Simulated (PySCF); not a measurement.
# Cl4Ge: the cost of one run

Computed with PySCF 2.14.0 and routines of our own; the level stands in each step. Atoms count from 0.

## Step 1: The system as given

5 atoms, charge 0, multiplicity 1; geometry from: GFN2-xTB.

## Step 2: Geometry optimisation at PBE0-D3(BJ)/def2-SVP

Job settings and geometry (Å):

```
{"job": {"xc": "PBE0", "basis": "def2-SVP", "d3": "d3bj", "grid": 1, "maxiter": 30, "shake": 0.01, "kind": "geom"}, "charge": 0, "multiplicity": 1}
Cl     1.034410     1.254340    -1.365200
Ge    -0.003910    -0.003940    -0.005420
Cl    -1.390370    -1.233420    -1.074760
Cl     1.453320    -1.222480     1.000310
Cl    -1.059890     1.171520     1.407180
```

The run is started by

```sh
$ OMP_NUM_THREADS=1 python heavy_run.py task.json out
```

This one command runs all jobs of the session in turn.

**Question.** How long does this first job take on 1 thread of Intel Xeon Platinum 8488C, shared host, and how much memory does it need?

About 26 s, with a peak of 0.44 GiB.
